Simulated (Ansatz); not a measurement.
# CH3BrMgO (SMILES C[O][Mg][Br]): a rigid scan of the angle H7–C1–H6

One table from this session's results is given with a row withheld; the runs are named, their logs left out.

Program: Ansatz 0.2.0, Gaussian basis. Level of theory: single points in def2-TZVPP. These are calculated values, not measurements.

Levels: PBE-D4, r2SCAN-D4, PBE0-D4, B3LYP-D4, wB97M-V, Hartree-Fock, MP2, CCSD, CCSD(T). The scan takes 83.2, 89.2, 95.2, 101.2, 107.2, 113.2, 119.2, 125.2, 131.2°.

Cores are frozen in the correlated methods. Filled d shells of the heavier atoms are correlated. The outer core shell of Li, Na, Mg and K is correlated. B3LYP uses VWN-RPA correlation.

27 further runs of the same task are left out: 27 set aside as unsound or not needed.

## The system as given

SMILES `C[O][Mg][Br]`, 7 atoms, charge 0, spin multiplicity 1.

Atoms are counted from 1 here; the program's logs count them from 0.

Bond lengths: C1–O2 1.342 Å, C1–H5 1.155 Å, C1–H6 1.158 Å, C1–H7 1.116 Å, O2–Mg3 2.028 Å, Mg3–Br4 2.442 Å. Angles: O2–C1–H5 110.7°, O2–C1–H6 111.1°, O2–C1–H7 113.9°, H5–C1–H6 104.6°, H5–C1–H7 108.6°, H6–C1–H7 107.5°, C1–O2–Mg3 105.8°, O2–Mg3–Br4 178.5°.

Coordinates:

```xyz
7
charge 0, multiplicity 1
C     0.7506    0.8082    0.1798
O     0.9621   -0.5020    0.3792
Mg   -0.7649   -1.4271   -0.1438
Br   -2.8127   -2.5944   -0.7811
H     0.4481    1.0104   -0.9166
H    -0.1491    1.1848    0.8045
H     1.6270    1.4522    0.4323
```

The first run:

pre/in.yaml

```yaml
crystal:
  periodic: [false, false, false]
  atoms:
    - {symbol: C, position_ang: [0.750600, 0.808200, 0.179800]}
    - {symbol: O, position_ang: [0.962100, -0.502000, 0.379200]}
    - {symbol: Mg, position_ang: [-0.764900, -1.427100, -0.143800]}
    - {symbol: Br, position_ang: [-2.812700, -2.594400, -0.781100]}
    - {symbol: H, position_ang: [0.448100, 1.010400, -0.916600]}
    - {symbol: H, position_ang: [-0.149100, 1.184800, 0.804500]}
    - {symbol: H, position_ang: [1.627000, 1.452200, 0.432300]}
basis:
  gaussian: {orbitals: def2-SVP}
hamiltonian: {xc: pbe, dispersion: d4}
relax: {f_tol: 0.03, max_steps: 250}
```

No record of the launch command was kept for these runs.

Among the steps run: A first relaxation in a small basis; Finding the minimum; The minimum at every level; H7–C1–H6 = 83.2°; H7–C1–H6 = 89.2°; H7–C1–H6 = 95.2°; H7–C1–H6 = 101.2°; H7–C1–H6 = 107.2°; H7–C1–H6 = 113.2°; H7–C1–H6 = 119.2°; H7–C1–H6 = 125.2°; H7–C1–H6 = 131.2°.

One of the session's tables, all rows but one given; the rest of the session is left out.

Energies less that of the minimum at the same level (eV):

| angle (°) | PBE-D4 | PBE0-D4 | B3LYP-D4 | wB97M-V | Hartree-Fock |
| --- | --- | --- | --- | --- | --- |
| 83.2 | 0.498 | 0.522 | 0.528 | 0.523 | 0.609 |
| 89.2 | 0.279 | 0.294 | 0.297 | 0.295 | 0.345 |
| 95.2 | 0.123 | 0.131 | 0.132 | 0.131 | 0.155 |
| 101.2 | ? | ? | ? | ? | ? |
| 107.2 | 0.000 | 0.000 | 0.000 | 0.000 | 0.000 |
| 107.2 (minimum) | 0.000 | 0.000 | 0.000 | 0.000 | 0.000 |
| 113.2 | 0.032 | 0.032 | 0.033 | 0.032 | 0.035 |
| 119.2 | 0.126 | 0.129 | 0.131 | 0.128 | 0.144 |
| 125.2 | 0.283 | 0.291 | 0.294 | 0.289 | 0.328 |
| 131.2 | 0.500 | 0.517 | 0.522 | 0.515 | 0.587 |

Estimate the missing values for angle (°) = 101.2.

Worked estimate for «PBE-D4». A straight line through the neighbours (95.2, 0.123) and (107.2, 0.000) gives 0.123 + (0.000 − 0.123) × (101.2 − 95.2) / (107.2 − 95.2) = 0.061; a parabola fitted to 4 rows on both sides gives 0.030.

**Answer.** PBE-D4: 0.030; PBE0-D4: 0.033; B3LYP-D4: 0.033; wB97M-V: 0.033; Hartree-Fock: 0.040. In «PBE-D4» the line misses by +0.031 and the parabola by 0.000.
